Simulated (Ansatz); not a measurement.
**Ta2O5: rigid cleavage**

This session takes Ta2O5 and sets out to open the crystal across a (0 0 1) plane.

Program: Ansatz 0.2.0. Level of theory: DFT r2SCAN, scalar-relativistic, plane waves, PAW. These are calculated values, not measurements.

1 further run of the same task is left out (set aside as unsound or not needed). Runs told in other sessions of the task aren't counted.

### Step 1. Starting point

It takes space group Pmmm (No. 47, orthorhombic). The conventional cell has a = 3.666 Å, b = 3.857 Å, c = 6.456 Å, α = 90.00°, β = 90.00°, γ = 90.00°. Ta (site symmetry mmm) has 6 O at 1.93 to 2.17 Å in its first shell of neighbours. Ta (site symmetry mmm) is surrounded by 6 O at 1.83 to 2.07 Å. O (site symmetry mmm) has 2 Ta at 1.93 Å in its first shell of neighbours. O (site symmetry mm2) has 3 Ta at 2.07 to 2.17 Å in its first shell of neighbours. O (site symmetry mmm) is surrounded by 2 Ta at 1.83 Å.

As a file:

```cif
data_structure
_symmetry_space_group_name_H-M 'Pmmm'
_symmetry_Int_Tables_number 47
_cell_length_a 3.6657
_cell_length_b 3.8573
_cell_length_c 6.4562
_cell_angle_alpha 90.000
_cell_angle_beta 90.000
_cell_angle_gamma 90.000
_cell_volume 91.29
loop_
_atom_site_label
_atom_site_type_symbol
_atom_site_symmetry_multiplicity
_atom_site_Wyckoff_symbol
_atom_site_fract_x
_atom_site_fract_y
_atom_site_fract_z
_atom_site_occupancy
Ta1 Ta 1 d 0.50000 0.00000 0.50000 1
Ta2 Ta 1 a 0.00000 0.00000 0.00000 1
O1 O 1 h 0.50000 0.50000 0.50000 1
O2 O 2 q 0.00000 0.00000 0.67967 1
O3 O 1 e 0.00000 0.50000 0.00000 1
O4 O 1 b 0.50000 0.00000 0.00000 1
```

It goes back to an entry of the Materials Project, which need not be the stable form.

It is built from the cell relaxed beforehand with the same method (13.04 Å³/atom).

### Step 2. The undisturbed cell

The input, input.yaml:

```yaml
crystal:
  lattice:
    - [-3.6656528721, 0.0, 0.0]
    - [0.0, -3.8573466781, 0.0]
    - [0.0, 0.0, 12.9123754614]
  atoms:
    - { symbol: Ta, position: [0.5, 0.0, 0.25] }
    - { symbol: Ta, position: [0.5, 0.0, 0.75] }
    - { symbol: Ta, position: [0.0, 0.0, 0.0] }
    - { symbol: Ta, position: [0.0, 0.0, 0.5] }
    - { symbol: O, position: [0.5, 0.5, 0.25] }
    - { symbol: O, position: [0.5, 0.5, 0.75] }
    - { symbol: O, position: [0.0, 0.0, 0.3398335788] }
    - { symbol: O, position: [0.0, 0.0, 0.8398335788] }
    - { symbol: O, position: [0.0, 0.5, 0.0] }
    - { symbol: O, position: [0.0, 0.5, 0.5] }
    - { symbol: O, position: [0.5, 0.0, 0.0] }
    - { symbol: O, position: [0.5, 0.0, 0.5] }
    - { symbol: O, position: [0.0, 0.0, 0.1601664212] }
    - { symbol: O, position: [0.0, 0.0, 0.6601664212] }
basis:
  ecutwfc: 500
kpoints:
  mp_grid: { grid: [7, 7, 2] }
hamiltonian:
  xc: r2scan
scf:
  occupations: { method: gaussian, width: 0.05 }
output:
  forces: true
  stress: true
  eigenvalues: true
```

Command:

```console
> ansatz run input.yaml --threads 2 --pin off --max-ram 5120MiB --backend cpu --events-out ev --progress --plain --runs-dir out
```

Further runs follow: d = 1.00 Å; d = 3.00 Å; d = 0.50 Å; point d = 2.00 Å; d = 6.00 Å; d = -0.30 Å; point d = 0.25 Å; point d = 1.50 Å; At d = 4.50 Å; d = 0.75 Å; d = -0.15 Å.

**Question.** What will these runs give? Wanted: largest traction sampled.

**Answer**, as computed:

| quantity | value |
| --- | --- |
| energy at d = 6.00 Å | 9.11 J/m² |
| largest traction sampled | 50.6 GPa at d = 0.75 Å |

**Reading.** The energy levels off at 9.11 J/m², the work to make two unrelaxed faces. The traction peaks at 50.6 GPa near 0.75 Å, an estimate of the ideal strength of rigid blocks on this coarse sampling. The gap on the mesh, 0.79 eV at the start, reads zero at d = 0.50. Spin-orbit coupling is left out, which matters for the bands of Ta. Layers here are held mostly by dispersion, which this level lacks, so their spacing and the stiffness across them are unreliable there.
